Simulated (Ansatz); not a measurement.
**C4H9BF2: up Jacob's ladder to CCSD(T)**

The task here is to estimate one member of a computed series from the others.

Method: functionals in def2-TZVPP, the program's frozen cores in correlated methods; program: Ansatz 0.2.0, Gaussian basis.

The runs, in order: LDA (SPW92), PBE-D4, revPBE-D4, BLYP-D4, r2SCAN-D4, B97M-V, PBE0-D4, B3LYP-D4, r2SCANh-D4, r2SCAN0-D4, HSE06-D4, BHLYP-D4, CAM-B3LYP-D4, LC-ωPBE, ωB97X-V, ωB97M-V, B2PLYP, PBE-QIDH; CCSD(T)/def2-SVP; MP2/def2-TZVPP; MP2/def2-QZVPP; RPA on PBE.

### The relaxed structure

The geometry comes from an earlier relaxation with PBE0-D4 in a triple-zeta def2 set; it is a stationary point, not always the lowest conformer.

16 atoms, charge 0, spin multiplicity 1.

Atoms are counted from 1 here; the program's logs count them from 0.

Bond lengths: C1–C2 1.522 Å, C1–H8 1.093 Å, C1–H9 1.095 Å, C1–H10 1.093 Å, C2–C3 1.521 Å, C2–C4 1.528 Å, C2–H11 1.097 Å, C3–H12 1.095 Å, C3–H13 1.093 Å, C3–H14 1.093 Å, C4–B5 1.559 Å, C4–H15 1.097 Å, C4–H16 1.101 Å, B5–F6 1.324 Å, B5–F7 1.324 Å. Angles: C2–C1–H8 111.2°, C2–C1–H9 110.6°, C2–C1–H10 111.8°, H8–C1–H9 107.6°, H8–C1–H10 107.6°, H9–C1–H10 108.0°, C1–C2–C3 110.8°, C1–C2–C4 110.9°, C1–C2–H11 107.9°, C3–C2–C4 111.0°, C3–C2–H11 108.1°, C4–C2–H11 108.0°, C2–C3–H12 110.7°, C2–C3–H13 111.3°, C2–C3–H14 111.4°, H12–C3–H13 107.7°, H12–C3–H14 107.7°, H13–C3–H14 107.9° and more.

As a file:

```mol
C4H9BF2
  3D, bonds by distance, orders not assigned

 16 15  0  0  0  0  0  0  0  0999 V2000
    1.2040    0.5633    0.7390 C   0  0
    0.3677   -0.3276   -0.1692 C   0  0
    0.3904   -1.7687    0.3179 C   0  0
   -1.0660    0.1921   -0.2736 C   0  0
   -1.2539    1.5765   -0.9643 B   0  0
   -2.3646    2.2813   -0.8166 F   0  0
   -0.3412    2.1067   -1.7637 F   0  0
    2.2336    0.2036    0.8047 H   0  0
    0.7916    0.5748    1.7532 H   0  0
    1.2371    1.5939    0.3765 H   0  0
    0.8115   -0.2990   -1.1715 H   0  0
   -0.0510   -1.8463    1.3167 H   0  0
    1.4125   -2.1514    0.3763 H   0  0
   -0.1769   -2.4244   -0.3477 H   0  0
   -1.5379    0.2189    0.7165 H   0  0
   -1.6799   -0.5165   -0.8500 H   0  0
  1  2  8  0
  2  3  8  0
  2  4  8  0
  4  5  8  0
  5  6  8  0
  5  7  8  0
  1  8  8  0
  1  9  8  0
  1 10  8  0
  2 11  8  0
  3 12  8  0
  3 13  8  0
  3 14  8  0
  4 15  8  0
  4 16  8  0
M  END
```

Set-up of the first run:

in.yaml

```yaml
crystal:
  periodic: [false, false, false]
  atoms:
    - {symbol: C, position_ang: [1.204027, 0.563313, 0.738986]}
    - {symbol: C, position_ang: [0.367676, -0.327598, -0.169177]}
    - {symbol: C, position_ang: [0.390435, -1.768697, 0.317928]}
    - {symbol: C, position_ang: [-1.065956, 0.192104, -0.273582]}
    - {symbol: B, position_ang: [-1.253859, 1.576534, -0.964257]}
    - {symbol: F, position_ang: [-2.364626, 2.281256, -0.816619]}
    - {symbol: F, position_ang: [-0.341175, 2.106673, -1.763721]}
    - {symbol: H, position_ang: [2.233627, 0.203579, 0.804685]}
    - {symbol: H, position_ang: [0.791613, 0.574825, 1.753216]}
    - {symbol: H, position_ang: [1.237131, 1.593924, 0.376536]}
    - {symbol: H, position_ang: [0.811535, -0.298951, -1.171536]}
    - {symbol: H, position_ang: [-0.051033, -1.846251, 1.316743]}
    - {symbol: H, position_ang: [1.412495, -2.151406, 0.376262]}
    - {symbol: H, position_ang: [-0.176861, -2.424405, -0.347720]}
    - {symbol: H, position_ang: [-1.537888, 0.218902, 0.716505]}
    - {symbol: H, position_ang: [-1.679940, -0.516504, -0.850047]}
basis:
  gaussian: {orbitals: def2-TZVPP}
hamiltonian: {xc: lda}
output: {orbitals: {seedname: orbitals}}
```

Started as:

```
> ansatz run in.yaml --threads 4 --pin off --events-out ev --progress --plain --max-ram 11315MiB
```

Steps of the session up to this table: LDA; PBE-D4 (GGA); revPBE-D4 (GGA); BLYP-D4 (GGA); r2SCAN-D4 (meta-GGA); B97M-V (meta-GGA); PBE0-D4 (hybrid); B3LYP-D4 (hybrid); r2SCANh-D4 (hybrid); r2SCAN0-D4 (hybrid); HSE06-D4 (hybrid); BHLYP-D4 (hybrid); CAM-B3LYP-D4 (range-separated); LC-ωPBE (range-separated); ωB97X-V (range-separated); ωB97M-V (range-separated); B2PLYP (double hybrid); PBE-QIDH (double hybrid).

One table of the session follows, with a row left open; its other results are not shown here.

It belongs to the step «Frontier levels by functional». 

| functional | HOMO (eV) | gap (eV) |
| --- | --- | --- |
| LDA (SPW92) | -7.84 | 6.82 |
| PBE-D4 | -7.73 | 7.05 |
| revPBE-D4 | -7.66 | 7.14 |
| BLYP-D4 | -7.65 | 7.08 |
| r2SCAN-D4 | -8.03 | 7.79 |
| B97M-V | -8.18 | 7.91 |
| PBE0-D4 | -9.17 | 9.55 |
| B3LYP-D4 | -8.97 | 9.06 |
| r2SCANh-D4 | -8.56 | 8.69 |
| r2SCAN0-D4 | -9.37 | 10.02 |
| HSE06-D4 | -8.76 | 8.76 |
| BHLYP-D4 | -10.57 | 11.82 |
| CAM-B3LYP-D4 | -10.63 | 12.01 |
| LC-ωPBE | -11.95 | 14.63 |
| ωB97X-V | -11.61 | 14.08 |
| ωB97M-V | ? | ? |

Q: Estimate the row for ωB97M-V from the others.

**Answer.** HOMO (eV): -11.48; gap (eV): 13.51. In the column «HOMO (eV)» it lies between ωB97X-V (-11.61) and CAM-B3LYP-D4 (-10.63).
